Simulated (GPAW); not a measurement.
# Cu in GPAW: convergence with smearing width (eV)

Aim: find how far smearing width (eV) must go before the results for Cu settle, at LDA. This setting moves, with any that are tied to it; all else stays.

All numbers are computed with GPAW 26.7.0; they aren't measurements. Logs are shortened: lines on timing, memory, paths and dates and some standing lists are left out, and cuts for length are marked. The log counts tension as positive stress, the text compression.

## 1. The slab as given

The cell holds a slab with vacuum, 5 atoms: a = 2.531 Å, b = 2.531 Å, c = 23.262 Å, α = 90.00°, β = 90.00°, γ = 120.00°.

The slab is cut from a database's or a generator's crystal, which needn't be the stable form of the element.

## 2. With smearing width (eV) 0.4

File run.py:

```python
import numpy as np
from ase import Atoms
from ase.dft.bandgap import bandgap
from ase.io import write
from gpaw import GPAW, PW, setup_paths

setup_paths.insert(0, '.')

atoms = Atoms(['Cu', 'Cu', 'Cu', 'Cu', 'Cu'],
              cell=[[2.5307640267, 0, 0.0],
                    [-1.2653820133, 2.1917059381, 0.0],
                    [0.0, 0.0, 23.26181508]],
              scaled_positions=[[0.0, 0.0, 0.3224168008],
                                [0.33333333, 0.66666666, 0.4112084004],
                                [0.0, 0.0, 0.5],
                                [0.66666667, 0.33333334, 0.5887915996],
                                [0.0, 0.0, 0.6775831992]],
              pbc=True)
atoms.pbc = (True, True, False)

calc = GPAW(mode=PW(450),
            xc='LDA',
            kpts={'size': (12, 12, 1), 'gamma': True},
            occupations={'name': 'fermi-dirac', 'width': 0.4},
            nbands=51,
            convergence={'density': 1e-05, 'energy': 1e-05},
            maxiter=150,
            poissonsolver={'dipolelayer': 'xy'},
            txt='gpaw.txt')
atoms.calc = calc
energy = atoms.get_potential_energy()
forces = atoms.get_forces()
calc.write('gs.gpw')
write('result.traj', atoms)
print(f'Energy: {energy:.6f} eV')
print('Forces (eV/A):')
print(forces.round(4))
print('Fermi level:', round(calc.get_fermi_level(), 4), 'eV')
print(f'Gap: {bandgap(calc)[0]:.4f} eV, direct: {bandgap(calc, direct=True)[0]:.4f} eV')

v = calc.get_electrostatic_potential().mean(axis=(0, 1))
z = np.arange(len(v)) * atoms.cell[2, 2] / len(v)
ef = calc.get_fermi_level()
np.savetxt('planar.dat', np.c_[z, v], fmt='%.4f')
below, above = np.interp([1.5, atoms.cell[2, 2] - 1.5], z, v) - ef
print(f'Work functions: bottom {below:.4f} eV, top {above:.4f} eV')
print('Dipole moment:', *calc.get_dipole_moment().round(5), 'e A')
```

Potentials or basis: PAW data sets generated in the run's folder for this functional, pw.

Started as:

```bash
$ gpaw-setup -f LDA Cu
$ OMP_NUM_THREADS=1 python run.py
```

gpaw.txt:

```text
__  _  _
 | _ |_)|_||  |
 |__||  | ||/\| - 26.7.0

Input parameters:
  mode=PW(ecut=450.00000000000006),
  convergence={'density': 1e-05, 'energy': 1e-05},
  kpts=MonkhorstPack(size=(12, 12, 1), gamma=True),
  maxiter=150,
  nbands=51,
  occupations=Occupations(name='fermi-dirac', width=0.4),
  poissonsolver=PoissonSolver(dipolelayer='xy'),
  xc=XC(name='LDA')

Diagonalizing LCAO Hamiltonian
Converting LCAO to pw mode

       Cu

           Cu

       Cu

        Cu

       Cu

Atoms  # Å, Bohr magnetons
|   | symbol |        x |        y |         z |    initial magnetic moments |
|---|--------|----------|----------|-----------|-----------------------------|
| 0 |     Cu | 0.000000 | 0.000000 |  7.500000 | ( 0.0000,  0.0000,  0.0000) |
| 1 |     Cu | 0.000000 | 1.461137 |  9.565454 | ( 0.0000,  0.0000,  0.0000) |
| 2 |     Cu | 0.000000 | 0.000000 | 11.630908 | ( 0.0000,  0.0000,  0.0000) |
| 3 |     Cu | 1.265382 | 0.730569 | 13.696361 | ( 0.0000,  0.0000,  0.0000) |
| 4 |     Cu | 0.000000 | 0.000000 | 15.761815 | ( 0.0000,  0.0000,  0.0000) |

Unit cell  # Å
| periodic |         x |        y |         z |   lengths |     angles |
|----------|-----------|----------|-----------|-----------|------------|
|      yes |  2.530764 | 0.000000 |  0.000000 |  2.530764 |  90.000000 |
|      yes | -1.265382 | 2.191706 |  0.000000 |  2.530764 |  90.000000 |
|       no |  0.000000 | 0.000000 | 23.261815 | 23.261815 | 120.000000 |

Number of symmetries: 12
Symmetry operations  # r_c * U_cc + t_c -> r_c
|    | kind |            matrix            |
|----|------|------------------------------|
|  0 |  σ   |  1, 1, 0,  0,-1, 0,  0, 0, 1 |
|  1 |  S6  |  1, 1, 0, -1, 0, 0,  0, 0,-1 |
|  2 |  E   |  1, 0, 0,  0, 1, 0,  0, 0, 1 |
|  3 |  C2  |  1, 0, 0, -1,-1, 0,  0, 0,-1 |
|  4 |  C2  |  0, 1, 0,  1, 0, 0,  0, 0,-1 |
|  5 |  C3  |  0, 1, 0, -1,-1, 0,  0, 0, 1 |
|  6 |  S6  |  0,-1, 0,  1, 1, 0,  0, 0,-1 |
|  7 |  σ   |  0,-1, 0, -1, 0, 0,  0, 0, 1 |
|  8 |  σ   | -1, 0, 0,  1, 1, 0,  0, 0, 1 |
|  9 |  i   | -1, 0, 0,  0,-1, 0,  0, 0,-1 |
| 10 |  C3  | -1,-1, 0,  1, 0, 0,  0, 0, 1 |
| 11 |  C2  | -1,-1, 0,  0, 1, 0,  0, 0,-1 |

BZ-sampling:
  Number of BZ points: 144
  Number of IBZ points: 19

  Monkhorst-Pack size: [12, 12, 1]
  Monkhorst-Pack shift: [0.041666666666666664, 0.041666666666666664, 0.0]

K-points  # in reciprocal-cell coordinates
|     |                                coordinates |     weight |
|-----|--------------------------------------------|------------|
|   0 | ( -0.00000000,  -0.00000000,   0.00000000) | 0.00694444 |
|   1 | (  0.08333333,  -0.00000000,   0.00000000) | 0.04166667 |
|   2 | (  0.16666667,  -0.08333333,   0.00000000) | 0.04166667 |
|   3 | (  0.16666667,  -0.00000000,   0.00000000) | 0.04166667 |
|   4 | (  0.25000000,  -0.08333333,   0.00000000) | 0.08333333 |
|   5 | (  0.25000000,  -0.00000000,   0.00000000) | 0.04166667 |
|   6 | (  0.33333333,  -0.16666667,   0.00000000) | 0.04166667 |
|   7 | (  0.33333333,  -0.08333333,   0.00000000) | 0.08333333 |
|   8 | (  0.33333333,  -0.00000000,   0.00000000) | 0.04166667 |
|   9 | (  0.33333333,   0.33333333,   0.00000000) | 0.01388889 |
| ... |                                            |            |
|  18 | (  0.50000000,   0.50000000,   0.00000000) | 0.02083333 |

Plane wave coefficients: 2859
Cutoff: 450.00000000000006 eV

Spin-components: 1 (collinear spins)
Bands:           51
Projectors:      30
Spin-degeneracy: 2
Datatype:        complex128

Parallelization:
  kpt:    1
  domain: 1
  band:   1

Density:
  Valence electrons: 55.0
  Components: 1
  Grid points: [ 14  14 120]
  Charge: 0.0  # |e|

Potential:
  Grid points: [ 14  14 120]

species:
  Cu:
    name:    Copper
    Z:       29.0
    valence: 11
    core:    18
    charge:  0.0  # [|e|]
    compensation charges:
      type: gauss
      rc: 0.33  # [Å]
      lmax: 2
    cutoffs:
      filter: 2.06  # [Å]
      core: 2.43  # [Å]
    projectors
    | kind |    occ | energy [eV] | rcut [Å] |
    |------|--------|-------------|----------|
    |   4s |  1.000 |      -4.857 |    1.164 |
    |   4p |  0.000 |      -0.783 |    1.164 |
    |   3d | 10.000 |      -5.325 |    1.058 |
    |    s |        |      22.355 |    1.164 |
    |    p |        |      26.429 |    1.164 |
    |    d |        |      21.887 |    1.058 |

    Using partial waves for Cu as LCAO basis

Reference energy: -224755.485263  # eV

eigensolver:
  PPCG
  Converge bands: occupied
  niter=2

density mixing:
  MSR1-Mixer
  Pratt-step length: 0.05
  Maximum mixing coefficient: 0.75
  Old densities: 10
  SVD Regularization: 0.005
  Good broyden scale: 1.0
  Trust region scale: 1.0
  Backstep threshold: 4.0
  History deletion threshold: 6.0
  Fourier metric: weight=20.0, sigma=0.015

occupation numbers:
  Fermi-Dirac:
    width: 0.4000  # eV

<gpaw.new.pw.poisson.DipoleLayerPWPoissonSolver object>
xc functional:
  name: None

convergence criteria:
- Maximum integral of absolute [dens]ity change: 1e-05 electrons / valence electron
- Maximum [total energy] change in last 3 cyles: 1e-05 eV / valence electron
- Maximum integral of absolute [eigenst]ate change: 4e-08 eV^2 / valence electron
maximum number of iterations: 150

SCF iterations
|iter     | |      energy | eigst |  dens |
|---------|-|-------------|-------|-------|
|iter:   1| |  -26.473876 | +0.30 |       |
|iter:   2| |  -24.675920 | -1.59 | -0.88 |
|iter:   3| |  -45.532952 | -0.34 | -0.96 |
|iter:   4| |  -32.239252 | +0.01 | -0.63 |
|iter:   5| |  -31.857090 | -0.89 | -0.98 |
|iter:   6| |  -25.846684 | -1.51 | -1.02 |
|iter:   7| |  -22.028148 | -1.20 | -1.26 |
|iter:   8| |  -21.958399 | -2.66 | -1.66 |
|iter:   9| |  -21.804946 | -3.08 | -1.91 |
|iter:  10| |  -21.765074 | -4.00 | -2.13 |
|iter:  11| |  -21.744170 | -4.32 | -2.32 |
|iter:  12| |  -21.728199 | -4.25 | -2.50 |
|iter:  13| |  -21.720816 | -4.44 | -2.78 |
|iter:  14| |  -21.719419 | -5.21 | -3.16 |
|iter:  15| |  -21.718598 | -5.73 | -3.49 |
|iter:  16| |  -21.718998 | -6.30 | -3.87 |
|iter:  17| |  -21.718869c| -7.18 | -4.18 |
|iter:  18| |  -21.718909c| -7.99c| -4.53 |
|iter:  19| |  -21.718903c| -7.93c| -5.20c|

Converged in 19 steps
Energy contributions relative to reference atoms: (reference = -224755.485263)

Energy contributions:
  Kinetic:         -63.143722
  Coulomb:          49.510278
  Zero:              0.384095
  External:          0.000000
  Xc:               -7.889188
  Entropy:          -1.160732
  Spinorbit:         0.000000
  ----------------------------
  Free energy:     -22.299270
  Extrapolated:    -21.718903

dipole moment: (-8.322192, -14.414460, -0.000019)  # |e|*Ang

Fermi level: 0.730
Eigenvalues  # (at kpt = [-0.000, -0.000, 0.000])
| band index |      eig [eV] | occ [0-2] |
|------------|---------------|-----------|
|          0 |        -8.650 |     2.000 |
|        ... |               |           |
|         23 |        -1.286 |     1.987 |
|         24 |        -1.286 |     1.987 |
|         25 |        -1.115 |     1.980 |
|         26 |        -1.115 |     1.980 |
|         27 |        -1.071 |     1.978 |
|         28 |        -1.071 |     1.978 |
[... 8 lines left out ...]
|         37 |        10.464 |     0.000 |
|         38 |        13.508 |     0.000 |
|        ... |               |           |
|         50 |        24.040 |     0.000 |

No gap
No difference between direct/indirect transitions
vacuum-level: 5.952  # V
Workfunctions: 5.222, 5.222 eV (top, bottom)

Forces  # eV/Ang
|        x |        y |        z |
|----------|----------|----------|
|  0.00000 | -0.00000 |  0.25164 |  # Cu   0
| -0.00000 |  0.00000 | -0.02657 |  # Cu   1
|  0.00000 |  0.00000 |  0.00000 |  # Cu   2
|  0.00000 |  0.00000 |  0.02657 |  # Cu   3
| -0.00000 |  0.00000 | -0.25164 |  # Cu   4

# Writing to gs.gpw (mode='')
```

Wall time 2.7 min (1 thread of Intel Xeon at 2.50GHz (Skylake/Cascade Lake), shared host); peak memory 0.22 GiB.

Results:

```
Free energy                     : -22.2993 eV
Largest force                   : 0.252 eV/Å
Band gap on the k mesh          : none (metal or under the smearing width)
Dipole across the slab          : 0.00 e·Å
Work function of the upper face : 5.22 eV
Work function of the lower face : 5.22 eV
```

## 3. With smearing width (eV) 0.25

run.py: that of step 2 with these lines changed.

```diff
@@ -23,3 +23,3 @@
             kpts={'size': (12, 12, 1), 'gamma': True},
-            occupations={'name': 'fermi-dirac', 'width': 0.4},
+            occupations={'name': 'fermi-dirac', 'width': 0.25},
             nbands=51,
```

Potentials or basis: PAW data sets generated in the run's folder for this functional, pw.

Started as:

```bash
$ gpaw-setup -f LDA Cu
$ OMP_NUM_THREADS=1 python run.py
```

Wall time 2.5 min (1 thread of Intel Xeon at 2.50GHz (Skylake/Cascade Lake), shared host); peak memory 0.22 GiB.

The run converged. Its results:

| Item | Value |
| --- | --- |
| Free energy | -21.9770 eV |
| Largest force | 0.284 eV/Å |
| Band gap on the k mesh | none (metal or under the smearing width) |
| Dipole across the slab | 0.00 e·Å |
| Work function of the upper face | 5.20 eV |
| Work function of the lower face | 5.20 eV |

## 4. With smearing width (eV) 0.15

run.py: that of step 3 with these lines changed.

```diff
@@ -23,3 +23,3 @@
             kpts={'size': (12, 12, 1), 'gamma': True},
-            occupations={'name': 'fermi-dirac', 'width': 0.25},
+            occupations={'name': 'fermi-dirac', 'width': 0.15},
             nbands=51,
```

Started as:

```bash
$ gpaw-setup -f LDA Cu
$ OMP_NUM_THREADS=1 python run.py
```

Run time: 2.2 min. Hardware: 1 thread of Intel Xeon at 2.50GHz (Skylake/Cascade Lake), shared host; peak memory 0.22 GiB.

It converged, with:

```
Free energy                     : -21.8556 eV
Largest force                   : 0.290 eV/Å
Band gap on the k mesh          : none (metal or under the smearing width)
Dipole across the slab          : 0.00 e·Å
Work function of the upper face : 5.17 eV
Work function of the lower face : 5.17 eV
```

## 5. With smearing width (eV) 0.1

run.py: that of step 4 with these lines changed.

```diff
@@ -23,3 +23,3 @@
             kpts={'size': (12, 12, 1), 'gamma': True},
-            occupations={'name': 'fermi-dirac', 'width': 0.15},
+            occupations={'name': 'fermi-dirac', 'width': 0.1},
             nbands=51,
```

Started as:

```bash
$ gpaw-setup -f LDA Cu
$ OMP_NUM_THREADS=1 python run.py
```

Wall time 2.4 min (1 thread of Intel Xeon at 2.50GHz (Skylake/Cascade Lake), shared host); peak memory 0.22 GiB.

It converged, with:

| Item | Value |
| --- | --- |
| Free energy | -21.8141 eV |
| Largest force | 0.291 eV/Å |
| Band gap on the k mesh | none (metal or under the smearing width) |
| Dipole across the slab | 0.00 e·Å |
| Work function of the upper face | 5.15 eV |
| Work function of the lower face | 5.15 eV |

## 6. With smearing width (eV) 0.05

run.py: that of step 5 with these lines changed.

```diff
@@ -23,3 +23,3 @@
             kpts={'size': (12, 12, 1), 'gamma': True},
-            occupations={'name': 'fermi-dirac', 'width': 0.1},
+            occupations={'name': 'fermi-dirac', 'width': 0.05},
             nbands=51,
```

Potentials or basis: PAW data sets generated in the run's folder for this functional, pw.

Started as:

```bash
$ gpaw-setup -f LDA Cu
$ OMP_NUM_THREADS=1 python run.py
```

Wall time 2.3 min (1 thread of Intel Xeon at 2.50GHz (Skylake/Cascade Lake), shared host); peak memory 0.22 GiB.

It converged, with:

```yaml
Free_energy: -21.7878 eV
Largest_force: 0.302 eV/Å
Band_gap_on_the_k_mesh: none (metal or under the smearing width)
Dipole_across_the_slab: 0.00 e·Å
Work_function_of_the_upper_face: 5.12 eV
Work_function_of_the_lower_face: 5.12 eV
```

## 7. With smearing width (eV) 0.02

run.py: that of step 6 with these lines changed.

```diff
@@ -23,3 +23,3 @@
             kpts={'size': (12, 12, 1), 'gamma': True},
-            occupations={'name': 'fermi-dirac', 'width': 0.05},
+            occupations={'name': 'fermi-dirac', 'width': 0.02},
             nbands=51,
```

Started as:

```bash
$ gpaw-setup -f LDA Cu
$ OMP_NUM_THREADS=1 python run.py
```

It took 2.8 min on 1 thread of Intel Xeon at 2.50GHz (Skylake/Cascade Lake), shared host; peak memory 0.22 GiB.

The run converged. Its results:

```yaml
Free_energy: -21.7801 eV
Largest_force: 0.322 eV/Å
Band_gap_on_the_k_mesh: none (metal or under the smearing width)
Dipole_across_the_slab: 0.00 e·Å
Work_function_of_the_upper_face: 5.08 eV
Work_function_of_the_lower_face: 5.08 eV
```

## 8. Result

```
smearing width (eV)  energy less the tightest run, at zero smearing (meV/atom)  largest force (eV/Å)  work function (eV)  SCF cycles  CPU time (s)  peak memory (GiB)
                0.4                                                      11.94                 0.252               5.222          19           160               0.22
               0.25                                                      -2.05                 0.284               5.196          20           150               0.22
               0.15                                                      -1.03                 0.290               5.171          19           130               0.22
                0.1                                                      -0.22                 0.291               5.148          21           150               0.22
               0.05                                                      -0.04                 0.302               5.116          19           140               0.22
               0.02                                                       0.00                 0.322               5.077          21           170               0.22
```

Against the tightest run, the energy stays within 1 meV/atom from 0.1 on. Not settled before the last step: the largest force (to 0.005 eV/Å), the work function (to 0.02 eV). Narrower smearing needs a denser k mesh, so at a fixed mesh the narrowest width isn't the most accurate. The tightest run that finished is the yardstick and may itself not be fully converged.
